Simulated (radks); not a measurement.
# Ionising gadolinium step by step, Gd²²⁺ to Gd⁴³⁺

Aim: the successive ionisation energies of gadolinium, each ion in the ground configuration that NIST lists, set against the tabulated values. Each value is a difference of total energies (Δ-SCF).

Program: radks (a radial shooting solver on a logarithmic mesh, Libxc functionals) version 1. Level of theory: scalar-relativistic Kohn-Sham, PBEsol, spin-polarised, spherical densities, finite nucleus; open shells are filled with parallel spins first. These are calculated values, not measurements, unless marked.

### 1 Starting point

* element: gadolinium (Z = 64)
* charges: 22 to 43
* first configuration: [Kr] 4d6
* last configuration: [Ar] 3d3

The outer shells:

Gd²²⁺
```
[Kr] core
4d [↑↓][↑ ][↑ ][↑ ][↑ ]
```

Gd⁴³⁺
```
[Ar] core
3d [↑ ][↑ ][↑ ][  ][  ]
```

### 2 Gd²²⁺, [Kr] 4d6

Settings of this run:

```text
Z 64
configuration [Kr] 4d6
relativity scalar-relativistic
functional pbe_sol,pbe_sol
spin polarised
nucleus finite rms 5.1569 fm
c 137.035999084
```

### 3 Gd²³⁺, [Kr] 4d5

Input: that of step 2 with these lines changed.

```diff
@@ -1,3 +1,3 @@
 Z 64
-configuration [Kr] 4d6
+configuration [Kr] 4d5
 relativity scalar-relativistic
```

### 4 Gd²⁴⁺, [Kr] 4d4

Input: that of step 3 with these lines changed.

```diff
@@ -1,3 +1,3 @@
 Z 64
-configuration [Kr] 4d5
+configuration [Kr] 4d4 5s0 5p0
 relativity scalar-relativistic
```

### 5 Gd²⁵⁺, [Kr] 4d3

Input: that of step 4 with these lines changed.

```diff
@@ -1,3 +1,3 @@
 Z 64
-configuration [Kr] 4d4 5s0 5p0
+configuration [Kr] 4d3
 relativity scalar-relativistic
```

### 6 Gd²⁶⁺, [Kr] 4d2

Input: that of step 5 with these lines changed.

```diff
@@ -1,3 +1,3 @@
 Z 64
-configuration [Kr] 4d3
+configuration [Kr] 4d2
 relativity scalar-relativistic
```

### 7 Gd²⁷⁺, [Kr] 4d1

Input: that of step 6 with these lines changed.

```diff
@@ -1,3 +1,3 @@
 Z 64
-configuration [Kr] 4d2
+configuration [Kr] 4d1
 relativity scalar-relativistic
```

### 8 Gd²⁸⁺, [Kr]

Input: that of step 7 with these lines changed.

```diff
@@ -1,3 +1,3 @@
 Z 64
-configuration [Kr] 4d1
+configuration [Kr] 5s0 4d0
 relativity scalar-relativistic
```

### 9 Gd²⁹⁺, [Ar] 3d10 4s2 4p5

Input: that of step 8 with these lines changed.

```diff
@@ -1,3 +1,3 @@
 Z 64
-configuration [Kr] 5s0 4d0
+configuration [Ar] 3d10 4s2 4p5
 relativity scalar-relativistic
```

### 10 Gd³⁰⁺, [Ar] 3d10 4s2 4p4

Input: that of step 9 with these lines changed.

```diff
@@ -1,3 +1,3 @@
 Z 64
-configuration [Ar] 3d10 4s2 4p5
+configuration [Ar] 3d10 4s2 4p4 5s0 4d0
 relativity scalar-relativistic
```

### 11 Gd³¹⁺, [Ar] 3d10 4s2 4p3

Settings of this run:

```text
Z 64
configuration [Ar] 3d10 4s2 4p3
relativity scalar-relativistic
functional pbe_sol,pbe_sol
spin polarised
nucleus finite rms 5.1569 fm
c 137.035999084
```

### 12 Gd³²⁺, [Ar] 3d10 4s2 4p2

Input: that of step 11 with these lines changed.

```diff
@@ -1,3 +1,3 @@
 Z 64
-configuration [Ar] 3d10 4s2 4p3
+configuration [Ar] 3d10 4s2 4p2
 relativity scalar-relativistic
```

### 13 Gd³³⁺, [Ar] 3d10 4s2 4p1

Input: that of step 12 with these lines changed.

```diff
@@ -1,3 +1,3 @@
 Z 64
-configuration [Ar] 3d10 4s2 4p2
+configuration [Ar] 3d10 4s2 4p1
 relativity scalar-relativistic
```

### 14 Gd³⁴⁺, [Ar] 3d10 4s2

Input: that of step 13 with these lines changed.

```diff
@@ -1,3 +1,3 @@
 Z 64
-configuration [Ar] 3d10 4s2 4p1
+configuration [Ar] 3d10 4s2 4p0 5s0
 relativity scalar-relativistic
```

### 15 Gd³⁵⁺, [Ar] 3d10 4s1

Settings of this run:

```text
Z 64
configuration [Ar] 3d10 4s1 4p0 5s0
relativity scalar-relativistic
functional pbe_sol,pbe_sol
spin polarised
nucleus finite rms 5.1569 fm
c 137.035999084
```

### 16 Gd³⁶⁺, [Ar] 3d10

Input: that of step 15 with these lines changed.

```diff
@@ -1,3 +1,3 @@
 Z 64
-configuration [Ar] 3d10 4s1 4p0 5s0
+configuration [Ar] 3d10
 relativity scalar-relativistic
```

### 17 Gd³⁷⁺, [Ar] 3d9

Input: that of step 16 with these lines changed.

```diff
@@ -1,3 +1,3 @@
 Z 64
-configuration [Ar] 3d10
+configuration [Ar] 3d9
 relativity scalar-relativistic
```

### 18 Gd³⁸⁺, [Ar] 3d8

Input: that of step 17 with these lines changed.

```diff
@@ -1,3 +1,3 @@
 Z 64
-configuration [Ar] 3d9
+configuration [Ar] 3d8 4s0 4p0
 relativity scalar-relativistic
```

### 19 Gd³⁹⁺, [Ar] 3d7

Input: that of step 18 with these lines changed.

```diff
@@ -1,3 +1,3 @@
 Z 64
-configuration [Ar] 3d8 4s0 4p0
+configuration [Ar] 3d7
 relativity scalar-relativistic
```

### 20 Gd⁴⁰⁺, [Ar] 3d6

Input: that of step 19 with these lines changed.

```diff
@@ -1,3 +1,3 @@
 Z 64
-configuration [Ar] 3d7
+configuration [Ar] 3d6 4s0 4p0
 relativity scalar-relativistic
```

### 21 Gd⁴¹⁺, [Ar] 3d5

Input: that of step 20 with these lines changed.

```diff
@@ -1,3 +1,3 @@
 Z 64
-configuration [Ar] 3d6 4s0 4p0
+configuration [Ar] 3d5
 relativity scalar-relativistic
```

### 22 Gd⁴²⁺, [Ar] 3d4

Input: that of step 21 with these lines changed.

```diff
@@ -1,3 +1,3 @@
 Z 64
-configuration [Ar] 3d5
+configuration [Ar] 3d4 4s0 4p0
 relativity scalar-relativistic
```

### 23 Gd⁴³⁺, [Ar] 3d3

Input: that of step 22 with these lines changed.

```diff
@@ -1,3 +1,3 @@
 Z 64
-configuration [Ar] 3d4 4s0 4p0
+configuration [Ar] 3d3
 relativity scalar-relativistic
```

**Question.** What will these runs give? Wanted: for each run, species; configuration; Δ-SCF; −ε(HOMO); NIST; error.

As calculated:

| species | configuration | Δ-SCF (eV) | −ε(HOMO) (eV) | NIST (eV) | error (%) |
| --- | --- | --- | --- | --- | --- |
| Gd²²⁺ | [Kr] 4d6 | 719.88 | 700.81 | 719 (theory) | +0.1 |
| Gd²³⁺ | [Kr] 4d5 | 769.40 | 749.57 | 761 (theory) | +1.1 |
| Gd²⁴⁺ | [Kr] 4d4 | 809.99 | 789.92 | 810 (theory) | -0.0 |
| Gd²⁵⁺ | [Kr] 4d3 | 851.07 | 830.77 | 851 (theory) | +0.0 |
| Gd²⁶⁺ | [Kr] 4d2 | 892.59 | 872.09 | 895 (theory) | -0.3 |
| Gd²⁷⁺ | [Kr] 4d1 | 934.50 | 913.82 | 937 (theory) | -0.3 |
| Gd²⁸⁺ | [Kr] | 1114.6 | 1093.9 | 1100 (theory) | +1.3 |
| Gd²⁹⁺ | [Ar] 3d10 4s2 4p5 | 1156.9 | 1136.3 | 1142 (theory) | +1.3 |
| Gd³⁰⁺ | [Ar] 3d10 4s2 4p4 | 1198.7 | 1178.5 | 1189 (theory) | +0.8 |
| Gd³¹⁺ | [Ar] 3d10 4s2 4p3 | 1253.4 | 1232.0 | 1233 (theory) | +1.7 |
| Gd³²⁺ | [Ar] 3d10 4s2 4p2 | 1297.1 | 1275.9 | 1321 (theory) | -1.8 |
| Gd³³⁺ | [Ar] 3d10 4s2 4p1 | 1340.3 | 1319.4 | 1368 (theory) | -2.0 |
| Gd³⁴⁺ | [Ar] 3d10 4s2 | 1488.9 | 1468.1 | 1481 (theory) | +0.5 |
| Gd³⁵⁺ | [Ar] 3d10 4s1 | 1538.3 | 1517.3 | 1532.3 (semi-emp.) | +0.4 |
| Gd³⁶⁺ | [Ar] 3d10 | 2633.6 | 2583.6 | 2621 (theory) | +0.5 |
| Gd³⁷⁺ | [Ar] 3d9 | 2736.7 | 2686.1 | 2720 (theory) | +0.6 |
| Gd³⁸⁺ | [Ar] 3d8 | 2840.9 | 2789.8 | 2827 (theory) | +0.5 |
| Gd³⁹⁺ | [Ar] 3d7 | 2946.1 | 2894.5 | 2941 (theory) | +0.2 |
| Gd⁴⁰⁺ | [Ar] 3d6 | 3052.0 | 3000.1 | 3050 (theory) | +0.1 |
| Gd⁴¹⁺ | [Ar] 3d5 | 3189.8 | 3135.8 | 3160 (theory) | +0.9 |
| Gd⁴²⁺ | [Ar] 3d4 | 3300.9 | 3246.4 | 3312 (theory) | -0.3 |

What this shows: Reference values: NIST Atomic Spectra Database (exp. measured, semi-emp. semi-empirical, theory a theoretical value adopted there). Per unit of the charge left behind, the cost jumps most at Gd³⁶⁺ ([Ar] 3d10): from 1538.3 to 2633.6 eV. There the highest level belongs to another shell. Minus the highest eigenvalue gives 97 to 99 % of the Δ-SCF value along the ladder. Open shells are spherical and high-spin; term and fine-structure splittings are not resolved. Spin-orbit splitting is averaged out at the scalar-relativistic level.
